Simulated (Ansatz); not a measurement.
# Mg2Pd: one contact scaled

An exercise on one series of results from a longer session: the logs are not shown, and one member is left open.

Program: Ansatz 0.2.0. Level of theory: DFT, r2SCAN, PAW with Ansatz's default frozen-core files, scalar-relativistic. These are calculated values, not measurements.

3 further runs of the same task are left out: 3 that didn't finish. Runs told in other sessions of the task aren't counted.

### The structure to begin with

Symmetry: I4/mmm, No. 139, tetragonal system. The conventional cell has a = 3.240 Å, b = 3.240 Å, c = 10.080 Å, α = 90.00°, β = 90.00°, γ = 90.00°. Around Mg (site symmetry 4mm) lie 4 Pd at 2.73 Å and 5 Mg at 2.97 to 3.09 Å. Pd (site symmetry 4/mmm) has 8 Mg at 2.73 Å in its first shell of neighbours.

Structure file:

```cif
data_structure
_symmetry_space_group_name_H-M 'P 1'
_symmetry_Int_Tables_number 1
_cell_length_a 5.5364
_cell_length_b 5.5364
_cell_length_c 5.5364
_cell_angle_alpha 145.971
_cell_angle_beta 145.971
_cell_angle_gamma 48.890
_cell_volume 52.91
loop_
_atom_site_label
_atom_site_type_symbol
_atom_site_fract_x
_atom_site_fract_y
_atom_site_fract_z
_atom_site_occupancy
Mg1 Mg 0.64722 0.64722 0.00000 1
Mg2 Mg 0.35278 0.35278 0.00000 1
Pd1 Pd 0.00000 0.00000 0.00000 1
```

Atoms are numbered in the order of the input: Mg1, Mg2, Pd3.

Set-up of the first run:

File input.yaml:

```yaml
crystal:
  lattice:
    - [-1.6200259, 1.6200259, 5.04011328]
    - [1.6200259, -1.6200259, 5.04011328]
    - [1.6200259, 1.6200259, -5.04011328]
  atoms:
    - { symbol: Mg, position: [0.64721661, 0.64721661, 0.0] }
    - { symbol: Mg, position: [0.35278339, 0.35278339, 0.0] }
    - { symbol: Pd, position: [0.0, 0.0, 0.0] }
kpoints:
  mp_grid: { grid: [13, 13, 13] }
scf:
  occupations: { method: fermi_dirac, width: 0.05 }
hamiltonian:
  xc: r2scan
  pseudopotentials: { kind: paw }
output:
  forces: true
  stress: true
  eigenvalues: true
  efg: { contact_densities: true }
  populations: true
```

The run is started by

```
$ ansatz run input.yaml --threads 1 --pin off --max-ram 3072MiB --backend cpu --events-out ev --progress --plain --runs-dir out
```

Steps of the session up to this table: Shortest bond scaled by 1, PAW; Shortest bond scaled by 0.94, PAW; Shortest bond scaled by 0.82, PAW; Shortest bond scaled by 0.7, PAW; Shortest bond scaled by 0.58, PAW; Shortest bond scaled by 0.58, PAW (partial_waves polarizable).

One of the session's tables, all rows but one given; the rest of the session is left out.

```
                         method  length (Å)  F from the given length (eV/cell)  force along the bond (eV/Å)  pressure (GPa)  largest force (eV/Å)
                            PAW       1.583                              8.708                       32.061           52.78                32.082
                            PAW       1.911                              2.516                       10.010           19.74                10.022
                            PAW       2.238                              0.583                        3.049            6.33                 3.067
                            PAW       2.566                                  ?                            ?               ?                     ?
                            PAW       2.730                              0.000                       -0.014            0.28                 0.053
PAW (partial_waves polarizable)       1.583                                  –                       31.958           52.60                31.978
```

Estimate the missing values for PAW, 2.566.

The run gave: F from the given length (eV/cell): 0.046; force along the bond (eV/Å): 0.614; pressure (GPa): 1.15; largest force (eV/Å): 0.639.

Limits of these values: Warnings in the runs' records: gradients without spin orbit.
